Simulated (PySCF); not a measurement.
**C9H14O2: NMR shifts at several levels of theory**

How much do the NMR shifts of C9H14O2 (`OCC#CC1(O)CCCCC1`) depend on the level of theory, and what does each level cost?

The runs use PySCF 2.14.0, with density-fitted response routines of our own; the level of theory stands in each step. All values are computed, except where a source is named. Atoms are numbered from 0 throughout.

### Step 1. The molecule as given

25 atoms, charge 0, multiplicity 1; geometry from: GFN2-xTB.

Bonds of the start (Å): O0–C1 1.41, C1–C2 1.46, C2–C3 1.20, C3–C4 1.46, C4–O5 1.42, C4–C6 1.53, C6–C7 1.52, C7–C8 1.53, C8–C9 1.53, C9–C10 1.52, C10–C4 1.54, O0–H11 0.96, C1–H12 1.09, C1–H13 1.10, O5–H14 0.96, C6–H15 1.09, C6–H16 1.09, C7–H17 1.09, C7–H18 1.09, C8–H19 1.09, C8–H20 1.09, C9–H21 1.09, C9–H22 1.09, C10–H23 1.09, C10–H24 1.09.

### Step 2. Optimising the geometry at PBE0-D3(BJ)/def2-SVP

Job settings and geometry (Å):

```
{"job": {"xc": "PBE0", "basis": "def2-SVP", "d3": "d3bj", "grid": 1, "kind": "geom"}, "charge": 0, "multiplicity": 1}
O      3.989690     0.232720     0.863010
C      2.799820     0.779740     1.394080
C      1.615650     0.357180     0.661290
C      0.682840    -0.002160    -0.002250
C     -0.414580    -0.496630    -0.834190
O      0.115050    -1.179680    -1.964350
C     -1.246490     0.673490    -1.375170
C     -1.945120     1.422590    -0.246490
C     -2.833590     0.478290     0.557550
C     -2.007880    -0.674310     1.120250
C     -1.310970    -1.433340    -0.003940
H      4.020430     0.417450    -0.082270
H      2.745290     0.428210     2.429510
H      2.845290     1.881550     1.398040
H      0.664000    -1.908500    -1.654470
H     -0.588810     1.340710    -1.934410
H     -1.979860     0.261310    -2.070590
H     -1.193270     1.862660     0.412780
H     -2.543990     2.233420    -0.665120
H     -3.312800     1.022900     1.373180
H     -3.619270     0.080500    -0.088920
H     -2.649890    -1.358410     1.678920
H     -1.254060    -0.281170     1.806460
H     -2.052010    -1.870450    -0.677340
H     -0.704270    -2.244270     0.409460
```

The program printed:

```text
step   0  E = -500.84240301  max force = 0.016807
step   1  E = -500.84454669  max force = 0.004031
step   2  E = -500.84473537  max force = 0.001538
step   3  E = -500.84479850  max force = 0.000709
step   4  E = -500.84482021  max force = 0.000769
step   5  E = -500.84483635  max force = 0.000461
step   6  E = -500.84483833  max force = 0.000194
optimisation converged
```

Run time: 4.3 min. Hardware: 8 threads of Intel Xeon at 2.50GHz (Skylake/Cascade Lake), shared host.

Relaxation path:

```
step  energy from step 0 (eV)  largest force component (eV/Å)
   0                   0.0000                          0.8643
   1                  -0.0583                          0.2073
   2                  -0.0635                          0.0791
   3                  -0.0652                          0.0365
   4                  -0.0658                          0.0395
   5                  -0.0662                          0.0237
   6                  -0.0663                          0.0100
```

Distances of close pairs at the start and the end, largest changes first:

```
   bond  before (Å)  after (Å)  change (Å)
  C2–C3       1.200      1.214      +0.014
  C3–C4       1.463      1.476      +0.013
 C8–H20       1.092      1.105      +0.013
  O0–C1       1.413      1.401      -0.012
 C6–H16       1.091      1.103      +0.012
 C7–H17       1.093      1.104      +0.012
 C9–H22       1.093      1.104      +0.011
C10–H23       1.093      1.103      +0.011
```

The next job starts from the end point, and lists it.

```
                         at the end point                value
  point group (found at 0.08 Å tolerance)                   C1
rotational constants (GHz, main isotopes)  1.738, 0.604, 0.549
                        dipole moment (D)                 1.07
```

### Step 3. Shielding tensors: PBE0/pcSseg-1

Job settings and geometry (Å):

```
{"job": {"kind": "nmr", "xc": "PBE0", "basis": "pcSseg-1", "pop": false}, "charge": 0, "multiplicity": 1}
O      4.034080     0.317375     0.932536
C      2.808047     0.794736     1.414647
C      1.649221     0.321923     0.652063
C      0.718351    -0.039296    -0.037626
C     -0.412058    -0.519216    -0.856717
O      0.072209    -1.198775    -1.996634
C     -1.234819     0.663254    -1.378162
C     -1.944445     1.413852    -0.259929
C     -2.822228     0.483928     0.571403
C     -2.026464    -0.701960     1.106881
C     -1.313326    -1.441185    -0.018017
H      4.090291     0.547254    -0.001363
H      2.724751     0.453536     2.459156
H      2.776216     1.903035     1.448306
H      0.633005    -1.919989    -1.688679
H     -0.570640     1.324655    -1.954542
H     -1.966513     0.242438    -2.088269
H     -1.191280     1.889006     0.392643
H     -2.545718     2.232016    -0.686966
H     -3.286745     1.038399     1.402493
H     -3.651491     0.110637    -0.056248
H     -2.686066    -1.397046     1.650379
H     -1.279341    -0.345836     1.837297
H     -2.045905    -1.875921    -0.718977
H     -0.707933    -2.273020     0.379343
```

With the program's defaults for keys left out, this is: GIAO PBE0/pcSseg-1 NMR shielding, non-relativistic, gas phase.

The program printed:

```text
coarse grid: 20632 points
cycle   1  E = -500.8806190612  dE =  1.550e+00  |g| = 8.980e-01  |ddm| = 4.843e+00
cycle   2  E = -500.7746535356  dE =  1.060e-01  |g| = 1.199e+00  |ddm| = 2.097e+00
cycle   3  E = -501.0351297992  dE = -2.605e-01  |g| = 1.184e-01  |ddm| = 1.367e+00
cycle   4  E = -501.0374328655  dE = -2.303e-03  |g| = 6.034e-02  |ddm| = 1.807e-01
cycle   5  E = -501.0381218051  dE = -6.889e-04  |g| = 2.809e-02  |ddm| = 7.334e-02
cycle   6  E = -501.0382994286  dE = -1.776e-04  |g| = 7.714e-03  |ddm| = 2.893e-02
cycle   7  E = -501.0383128407  dE = -1.341e-05  |g| = 1.597e-03  |ddm| = 9.439e-03
cycle   8  E = -501.0383134086  dE = -5.678e-07  |g| = 3.334e-04  |ddm| = 2.283e-03
final grid: 198496 points
cycle   9  E = -501.1275659445  dE = -5.672e-05  |g| = 1.226e-02  |ddm| = 5.139e-02
cycle  10  E = -501.1275346264  dE =  3.132e-05  |g| = 1.764e-02  |ddm| = 2.991e-02
cycle  11  E = -501.1275978925  dE = -6.327e-05  |g| = 1.395e-03  |ddm| = 1.828e-02
cycle  12  E = -501.1275982324  dE = -3.400e-07  |g| = 5.468e-04  |ddm| = 1.650e-03
cycle  13  E = -501.1275982854  dE = -5.296e-08  |g| = 2.619e-04  |ddm| = 6.189e-04
cycle  14  E = -501.1275983011  dE = -1.570e-08  |g| = 6.041e-05  |ddm| = 2.520e-04
cycle  15  E = -501.1275983018  dE = -7.492e-10  |g| = 1.263e-05  |ddm| = 8.038e-05
converged SCF energy = -501.1275983018

GIAO shielding tensors (ppm)
atom      isotropic    diamagn.    paramagn.     s11        s22        s33       span
  0 O      300.338     387.318     -86.980    250.027    299.115    351.873    101.847
  1 C      131.130     246.362    -115.232    105.237    118.330    169.822     64.584
  2 C       94.284     270.415    -176.131     10.033     19.144    253.675    243.642
  3 C       89.109     266.456    -177.347      0.677      8.659    257.992    257.315
  4 C      116.662     238.576    -121.914     98.481    103.523    147.982     49.501
  5 O      235.047     391.629    -156.583    195.507    231.855    277.778     82.270
  6 C      144.262     245.971    -101.708    133.288    141.339    158.160     24.871
  7 C      158.611     247.480     -88.869    153.348    156.988    165.497     12.149
  8 C      157.086     246.757     -89.671    153.626    156.871    160.762      7.136
  9 C      158.518     247.412     -88.895    152.795    156.887    165.871     13.075
 10 C      139.338     247.060    -107.722    125.064    134.766    158.183     33.118
 11 H       31.459      32.396      -0.937     22.956     29.892     41.530     18.573
 12 H       26.994      28.716      -1.721     21.937     27.785     31.260      9.323
 13 H       26.798      29.400      -2.602     21.200     27.818     31.376     10.176
 14 H       30.664      33.829      -3.165     23.126     27.508     41.358     18.232
 15 H       29.413      30.955      -1.543     25.621     27.976     34.641      9.019
 16 H       29.937      31.659      -1.722     26.296     28.479     35.036      8.739
 17 H       29.795      31.263      -1.468     26.017     28.879     34.489      8.472
 18 H       29.739      28.632       1.107     24.487     27.425     37.306     12.819
 19 H       29.782      28.172       1.610     25.207     27.205     36.935     11.728
 20 H       30.285      28.969       1.316     26.215     27.906     36.733     10.518
 21 H       29.772      28.593       1.180     24.541     27.461     37.315     12.774
 22 H       29.770      31.358      -1.588     25.969     28.935     34.407      8.438
 23 H       29.908      31.701      -1.794     26.499     28.533     34.691      8.192
 24 H       29.707      31.603      -1.896     26.220     28.568     34.332      8.111
```

Run time: 1.9 min. Hardware: 8 threads of Intel Xeon at 2.50GHz (Skylake/Cascade Lake), shared host.

Shifts follow as δ = σ(reference) − σ, with reference shieldings (ppm) from runs at the same level and on the same kind of geometry: 1H TMS 31.27, 13C TMS 184.4, 17O H2O 334.6. The references are single molecules in the gas phase, so shifts against H2O, NH3, PH3, H3PO4 or CFCl3 are not on the usual liquid scales and can be off by tens of ppm. Atoms listed in one row are averaged.

```
   atoms                                           environment  σ (ppm)  δ (ppm)  δ scaled to CDCl3
      C3                                         alkyne carbon     89.1     95.3               92.0
      C2                                         alkyne carbon     94.3     90.1               87.0
      C4  propargylic fully substituted sp3 carbon bonded to O    116.7     67.7               65.3
      C1                       propargylic sp3 CH2 bonded to O    131.1     53.3               51.2
 C6, C10                                     sp3 CH2 in a ring    141.8     42.6               40.9
      C8                                     sp3 CH2 in a ring    157.1     27.3               26.0
  C7, C9                                     sp3 CH2 in a ring    158.6     25.8               24.6
H12, H13         hydrogen on a propargylic sp3 CH2 bonded to O    26.90     4.37               4.36
H15, H24                      hydrogen on an sp3 CH2 in a ring    29.56     1.71               1.83
H18, H21                      hydrogen on an sp3 CH2 in a ring    29.76     1.51               1.65
     H19                      hydrogen on an sp3 CH2 in a ring    29.78     1.48               1.62
H17, H22                      hydrogen on an sp3 CH2 in a ring    29.78     1.48               1.62
H16, H23                      hydrogen on an sp3 CH2 in a ring    29.92     1.34               1.49
     H20                      hydrogen on an sp3 CH2 in a ring    30.28     0.98               1.15
     H14                         hydrogen on an alcohol oxygen    30.66     0.60                  –
     H11                         hydrogen on an alcohol oxygen    31.46    -0.19                  –
      O5                                        alcohol oxygen    235.0     99.5                  –
      O0                                        alcohol oxygen    300.3     34.2                  –
```

The scaled column applies a straight-line fit of computed shieldings to shifts measured in CDCl3 (root-mean-square error 0.21 ppm for H, 2.0 ppm for C).

Ring of atoms C4, C6, C7, C8, C9, C10: NICS(0) -3.6, NICS(1) -3.0, NICS(1)zz 1.0 ppm (means of both faces). The ring holds saturated atoms, so no π current runs round it: these values come from its σ bonds, any local π bonds and neighbouring rings, and say nothing of aromaticity.

### Step 4. Shielding tensors: PBE/pcSseg-1

Same as in step 3 but for these lines:

```diff
@@ -1,2 +1,2 @@
-{"job": {"kind": "nmr", "xc": "PBE0", "basis": "pcSseg-1", "pop": false}, "charge": 0, "multiplicity": 1}
+{"job": {"kind": "nmr", "xc": "PBE", "basis": "pcSseg-1", "pop": false}, "charge": 0, "multiplicity": 1}
 O      4.034080     0.317375     0.932536
```

Method: GIAO PBE/pcSseg-1 NMR shielding, non-relativistic, gas phase.

The program printed:

```text
coarse grid: 20632 points
cycle   1  E = -500.7083573500  dE =  1.254e+00  |g| = 1.107e+00  |ddm| = 4.911e+00
cycle   2  E = -500.2019242027  dE =  5.064e-01  |g| = 1.937e+00  |ddm| = 3.517e+00
cycle   3  E = -500.9440047723  dE = -7.421e-01  |g| = 2.717e-01  |ddm| = 2.699e+00
cycle   4  E = -500.9554780544  dE = -1.147e-02  |g| = 1.593e-01  |ddm| = 4.253e-01
cycle   5  E = -500.9601538583  dE = -4.676e-03  |g| = 7.966e-02  |ddm| = 1.771e-01
cycle   6  E = -500.9616558143  dE = -1.502e-03  |g| = 1.842e-02  |ddm| = 9.461e-02
cycle   7  E = -500.9617276340  dE = -7.182e-05  |g| = 5.566e-03  |ddm| = 2.562e-02
cycle   8  E = -500.9617346439  dE = -7.010e-06  |g| = 1.185e-03  |ddm| = 8.960e-03
final grid: 198496 points
cycle   9  E = -501.0830743108  dE = -4.930e-05  |g| = 2.096e-02  |ddm| = 6.962e-02
cycle  10  E = -501.0828284353  dE =  2.459e-04  |g| = 4.028e-02  |ddm| = 6.336e-02
cycle  11  E = -501.0831674439  dE = -3.390e-04  |g| = 3.648e-03  |ddm| = 4.476e-02
cycle  12  E = -501.0831699096  dE = -2.466e-06  |g| = 1.200e-03  |ddm| = 4.415e-03
cycle  13  E = -501.0831701001  dE = -1.906e-07  |g| = 7.565e-04  |ddm| = 1.546e-03
cycle  14  E = -501.0831702390  dE = -1.389e-07  |g| = 1.442e-04  |ddm| = 7.006e-04
cycle  15  E = -501.0831702432  dE = -4.165e-09  |g| = 3.706e-05  |ddm| = 2.430e-04
cycle  16  E = -501.0831702435  dE = -2.888e-10  |g| = 9.259e-06  |ddm| = 5.532e-05
converged SCF energy = -501.0831702435

GIAO shielding tensors (ppm)
atom      isotropic    diamagn.    paramagn.     s11        s22        s33       span
  0 O      291.279     386.704     -95.425    240.508    289.717    343.613    103.105
  1 C      123.666     248.000    -124.334     96.177    110.708    164.113     67.936
  2 C       90.937     270.509    -179.572      8.601     16.986    247.224    238.623
  3 C       85.862     265.510    -179.647     -0.850      7.645    250.792    251.641
  4 C      108.683     241.100    -132.418     89.563     95.375    141.109     51.546
  5 O      222.520     390.795    -168.275    182.208    220.467    264.886     82.678
  6 C      137.930     246.484    -108.555    126.316    134.925    152.549     26.233
  7 C      152.015     248.029     -96.014    146.568    149.728    159.748     13.180
  8 C      150.659     247.252     -96.594    146.259    151.074    154.643      8.384
  9 C      151.941     247.979     -96.037    145.941    149.641    160.242     14.301
 10 C      132.272     247.641    -115.369    116.839    127.383    152.595     35.756
 11 H       31.734      32.722      -0.989     23.581     30.497     41.123     17.541
 12 H       26.738      28.839      -2.101     21.804     27.751     30.659      8.855
 13 H       26.416      29.585      -3.170     20.776     27.628     30.843     10.068
 14 H       30.736      34.036      -3.299     23.652     27.774     40.784     17.132
 15 H       29.288      31.262      -1.974     25.799     27.976     34.088      8.289
 16 H       29.830      31.553      -1.723     26.403     28.517     34.570      8.167
 17 H       29.616      31.892      -2.275     26.008     28.795     34.046      8.038
 18 H       29.564      28.328       1.236     24.525     27.485     36.681     12.155
 19 H       29.618      28.038       1.580     25.322     27.231     36.301     10.979
 20 H       30.159      28.808       1.350     26.181     27.978     36.316     10.136
 21 H       29.593      28.291       1.302     24.570     27.514     36.697     12.126
 22 H       29.595      32.004      -2.409     25.958     28.865     33.962      8.004
 23 H       29.794      31.639      -1.845     26.593     28.604     34.184      7.592
 24 H       29.568      31.941      -2.373     26.411     28.586     33.707      7.296
```

It took 87 s on 8 threads of Intel Xeon at 2.50GHz (Skylake/Cascade Lake), shared host.

Key values: δ C3 94.2, C2 89.1, C4 71.3, C1 56.4, H12 4.62, H15 1.77 ppm (means over like atoms).

### Step 5. NMR shieldings: wB97X-D/pcSseg-1

Same as in step 4 but for these lines:

```diff
@@ -1,2 +1,2 @@
-{"job": {"kind": "nmr", "xc": "PBE", "basis": "pcSseg-1", "pop": false}, "charge": 0, "multiplicity": 1}
+{"job": {"kind": "nmr", "xc": "wB97X-D", "basis": "pcSseg-1", "pop": false}, "charge": 0, "multiplicity": 1}
 O      4.034080     0.317375     0.932536
```

Method: GIAO wB97X-D/pcSseg-1 NMR shielding, non-relativistic, gas phase.

The program printed:

```text
coarse grid: 20632 points
cycle   1  E = -501.2946179352  dE =  1.969e+00  |g| = 9.043e-01  |ddm| = 4.866e+00
cycle   2  E = -501.2940467050  dE =  5.712e-04  |g| = 9.745e-01  |ddm| = 1.680e+00
cycle   3  E = -501.4508214566  dE = -1.568e-01  |g| = 7.642e-02  |ddm| = 9.210e-01
cycle   4  E = -501.4519275689  dE = -1.106e-03  |g| = 3.317e-02  |ddm| = 1.065e-01
cycle   5  E = -501.4521800664  dE = -2.525e-04  |g| = 7.907e-03  |ddm| = 4.375e-02
cycle   6  E = -501.4521937008  dE = -1.363e-05  |g| = 2.400e-03  |ddm| = 1.088e-02
cycle   7  E = -501.4521948626  dE = -1.162e-06  |g| = 7.600e-04  |ddm| = 3.194e-03
final grid: 198496 points
cycle   8  E = -501.5442685204  dE = -3.880e-04  |g| = 5.717e-03  |ddm| = 9.332e-02
cycle   9  E = -501.5442749430  dE = -6.423e-06  |g| = 4.052e-03  |ddm| = 1.559e-02
cycle  10  E = -501.5442782588  dE = -3.316e-06  |g| = 1.397e-03  |ddm| = 4.640e-03
cycle  11  E = -501.5442786452  dE = -3.864e-07  |g| = 7.262e-04  |ddm| = 1.983e-03
cycle  12  E = -501.5442787656  dE = -1.205e-07  |g| = 1.372e-04  |ddm| = 7.003e-04
cycle  13  E = -501.5442787709  dE = -5.281e-09  |g| = 5.260e-05  |ddm| = 2.367e-04
cycle  14  E = -501.5442787716  dE = -7.053e-10  |g| = 1.797e-05  |ddm| = 8.391e-05
converged SCF energy = -501.5442787716

GIAO shielding tensors (ppm)
atom      isotropic    diamagn.    paramagn.     s11        s22        s33       span
  0 O      302.150     387.668     -85.518    251.461    301.401    353.588    102.127
  1 C      131.723     245.424    -113.701    106.084    118.363    170.722     64.639
  2 C       94.696     271.605    -176.909      9.444     18.463    256.181    246.737
  3 C       89.082     268.762    -179.680     -0.612      7.029    260.830    261.442
  4 C      116.828     238.425    -121.597     98.551    103.400    148.533     49.982
  5 O      238.760     392.330    -153.570    198.627    235.238    282.415     83.788
  6 C      144.446     246.376    -101.930    133.482    141.351    158.506     25.025
  7 C      159.325     247.436     -88.110    154.309    157.814    165.854     11.545
  8 C      157.826     246.746     -88.920    154.737    157.469    161.271      6.534
  9 C      159.216     247.385     -88.169    153.806    157.720    166.124     12.318
 10 C      139.688     247.437    -107.749    125.446    135.089    158.530     33.084
 11 H       31.484      32.463      -0.979     22.958     29.914     41.581     18.623
 12 H       27.200      28.683      -1.483     22.164     27.967     31.467      9.303
 13 H       27.022      29.356      -2.334     21.470     28.035     31.562     10.092
 14 H       30.730      33.991      -3.261     23.120     27.628     41.442     18.322
 15 H       29.550      31.219      -1.669     25.750     28.145     34.756      9.005
 16 H       30.071      31.799      -1.728     26.425     28.629     35.159      8.733
 17 H       29.963      31.732      -1.770     26.179     29.049     34.659      8.480
 18 H       29.902      28.674       1.227     24.680     27.557     37.468     12.787
 19 H       29.941      28.222       1.719     25.341     27.352     37.129     11.788
 20 H       30.423      29.035       1.388     26.386     28.016     36.866     10.480
 21 H       29.938      28.643       1.295     24.740     27.595     37.478     12.739
 22 H       29.938      31.825      -1.887     26.131     29.099     34.586      8.454
 23 H       30.043      31.838      -1.795     26.623     28.674     34.831      8.208
 24 H       29.844      31.887      -2.043     26.336     28.725     34.471      8.135
```

Run time: 2.6 min. Hardware: 8 threads of Intel Xeon at 2.50GHz (Skylake/Cascade Lake), shared host.

In short: δ C3 95.5, C2 89.8, C4 67.7, C1 52.8, H12 4.27, H15 1.68 ppm (means over like atoms).

(Part 1 of 2 ends here.)
